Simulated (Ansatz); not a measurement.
# C2H7FO2Sn: one species, many methods

An exercise on one series of results from a longer session: the logs are not shown, and one member is left open.

Program: Ansatz 0.2.0, Gaussian basis. Level of theory: functionals in def2-TZVPP, the program's frozen cores in correlated methods. These are calculated values, not measurements.

The runs, in order: PBE-D4, r2SCAN-D4, PBE0-D4, B3LYP-D4, ωB97X-V, ωB97M-V, B2PLYP; CCSD(T)/def2-TZVPP; MP2/def2-QZVPP; extrapolation to the limit.

**The geometry**

All runs share one geometry, relaxed beforehand with PBE0-D4 in a triple-zeta def2 set. Sn takes the def2 core potential; no spin-orbit term is included.

SMILES `C[O][SnH]([F])[O]C`, 13 atoms, charge 0, spin multiplicity 1.

Atoms are counted from 1 here; the program's logs count them from 0.

Bond lengths: C1–O2 1.415 Å, C1–H7 1.095 Å, C1–H8 1.093 Å, C1–H9 1.096 Å, O2–Sn3 1.933 Å, Sn3–F4 1.920 Å, Sn3–O5 1.942 Å, Sn3–H10 1.689 Å, O5–C6 1.412 Å, C6–H11 1.095 Å, C6–H12 1.097 Å, C6–H13 1.093 Å. Angles: O2–C1–H7 112.2°, O2–C1–H8 107.5°, O2–C1–H9 111.6°, H7–C1–H8 108.4°, H7–C1–H9 108.7°, H8–C1–H9 108.3°, C1–O2–Sn3 120.7°, O2–Sn3–F4 108.3°, O2–Sn3–O5 106.0°, O2–Sn3–H10 111.0°, F4–Sn3–O5 103.5°, F4–Sn3–H10 109.3°, O5–Sn3–H10 118.1°, Sn3–O5–C6 121.8°, O5–C6–H11 112.5°, O5–C6–H12 111.9°, O5–C6–H13 107.6°, H11–C6–H12 108.4° and more.

Set-up of the first run:

in.yaml reads:

```yaml
crystal:
  periodic: [false, false, false]
  atoms:
    - {symbol: C, position_ang: [0.495707, 1.550991, -1.768985]}
    - {symbol: O, position_ang: [0.907112, 1.793042, -0.436937]}
    - {symbol: Sn, position_ang: [0.254769, 0.694282, 1.013130]}
    - {symbol: F, position_ang: [-1.644913, 0.940172, 1.149979]}
    - {symbol: O, position_ang: [0.431705, -1.144377, 0.414458]}
    - {symbol: C, position_ang: [-0.475690, -2.149501, 0.816266]}
    - {symbol: H, position_ang: [0.636998, 0.505235, -2.062623]}
    - {symbol: H, position_ang: [1.108339, 2.177635, -2.421656]}
    - {symbol: H, position_ang: [-0.555549, 1.818958, -1.922113]}
    - {symbol: H, position_ang: [0.981525, 1.128668, 2.475109]}
    - {symbol: H, position_ang: [-1.520024, -1.841899, 0.699182]}
    - {symbol: H, position_ang: [-0.317840, -2.448959, 1.859816]}
    - {symbol: H, position_ang: [-0.302139, -3.024256, 0.184373]}
basis:
  gaussian: {orbitals: def2-TZVPP}
hamiltonian: {xc: pbe, dispersion: d4}
output: {forces: true, orbitals: {seedname: orbitals}}
```

The run is started by

```bash
ansatz run in.yaml --threads 2 --pin off --events-out ev --progress --plain --max-ram 32768MiB --backend cuda --devices 0, --max-vram 18GiB
```

Steps of the session up to this table: PBE-D4 (GGA); r2SCAN-D4 (meta-GGA); PBE0-D4 (hybrid); B3LYP-D4 (hybrid); ωB97X-V (range-separated); ωB97M-V (range-separated); B2PLYP (double hybrid); CCSD(T) in def2-TZVPP; MP2 in def2-QZVPP.

One table of the session follows, with a row left open; its other results are not shown here.

| method | atomisation energy (kJ/mol) |
| --- | --- |
| PBE-D4 | 4734.1 |
| r2SCAN-D4 | 4647.2 |
| PBE0-D4 | 4611.2 |
| B3LYP-D4 | 4624.7 |
| ωB97X-V | 4663.1 |
| ωB97M-V | 4643.6 |
| B2PLYP | 4586.0 |
| HF/def2-TZVPP | 3241.8 |
| MP2/def2-TZVPP | 4613.7 |
| CCSD/def2-TZVPP | 4453.4 |
| CCSD(T)/def2-TZVPP | ? |
| MP2/CBS | 4759.6 |
| CCSD(T)/CBS | 4678.4 |

**Question.** Estimate the row for CCSD(T)/def2-TZVPP.

As computed: atomisation energy (kJ/mol): 4532.5. In the column «atomisation energy (kJ/mol)» it lies between CCSD/def2-TZVPP (4453.4) and B2PLYP (4586.0).

Caveats from the session: Free atoms (2 C, 2 O, 1 Sn, 1 F, 7 H) were run apart at each level; the atomisation energy is their sum less the molecule, without zero-point or spin-orbit terms.
